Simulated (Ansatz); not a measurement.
# Ca: how the settings move a relaxation

How sensitive is a relaxation of Ca to its settings? A reference run comes first, then one run with altered input.

Method: reference: DFT, PBEsol, PAW with Ansatz's default frozen-core files, scalar-relativistic; relaxation of atoms, in Ansatz 0.2.0.

**1. The system as given**

It takes space group P6_3/mmc (No. 194, hexagonal). Conventional cell: a = 3.822 Å, b = 3.822 Å, c = 6.263 Å, α = 90.00°, β = 90.00°, γ = 120.00°. Ca (site symmetry -6m2) has 12 Ca at 3.82 to 3.83 Å as nearest neighbours.

Coordinates:

```cif
data_structure
_symmetry_space_group_name_H-M 'P 1'
_symmetry_Int_Tables_number 1
_cell_length_a 3.8233
_cell_length_b 3.8233
_cell_length_c 6.2630
_cell_angle_alpha 90.000
_cell_angle_beta 90.000
_cell_angle_gamma 120.046
_cell_volume 79.25
loop_
_atom_site_label
_atom_site_type_symbol
_atom_site_fract_x
_atom_site_fract_y
_atom_site_fract_z
_atom_site_occupancy
Ca1 Ca 0.83353 0.16647 0.25000 1
Ca2 Ca 0.16647 0.83353 0.75000 1
```

**2. Reference**

Input file input.yaml:

```yaml
crystal:
  lattice:
    - [1.91030907583, -3.31180636369, 0.0]
    - [1.91030907583, 3.31180636369, 0.0]
    - [0.0, 0.0, 6.26300755854]
  atoms:
    - { symbol: Ca, position: [0.833533633093, 0.166466366907, 0.25] }
    - { symbol: Ca, position: [0.166466366907, 0.833533633093, 0.75] }
kpoints:
  mp_grid: { grid: [8, 8, 6] }
scf:
  occupations: { method: fermi_dirac, width: 0.08 }
hamiltonian:
  xc: pbesol
  pseudopotentials: { kind: paw }
relax:
  f_tol: 0.002
  max_steps: 80
output:
  forces: true
  stress: true
  write_density: true
  write_potential: true
  elf: true
  volumetric_format: npy
```

Started as:

```
$ ansatz run input.yaml --threads 2 --pin off --max-ram 6144MiB --backend cpu --events-out ev --progress --plain --runs-dir out
```

**3. Changing settings: dispersion d3bj**

input.yaml, as its differences from that of step 2:

```diff
@@ -15,2 +15,3 @@
   pseudopotentials: { kind: paw }
+  dispersion: d3bj
 relax:
```

Before running it: what results should come out? Wanted: for each run, ending; energy change; pressure; gap; force.

As calculated:

| run | ending | energy change | pressure (GPa) | gap (eV) | force (eV/Å) | cycles | time |
| --- | --- | --- | --- | --- | --- | --- | --- |
| reference | converged | 0 | 0.6 | 0.00 | 0.00 | 6 | 3.4 s |
| 1: dispersion d3bj | converged | -255.3 meV/atom (offset of the dispersion model) | -0.5 | 0.00 | 0.00 | 6 | 3.6 s |

**Reading.** Changing the dispersion term moves the energy by -255.3 meV/atom, and the pressure goes from 0.6 to -0.5 GPa. The dispersion term adds attraction between atoms and pulls the pressure down.
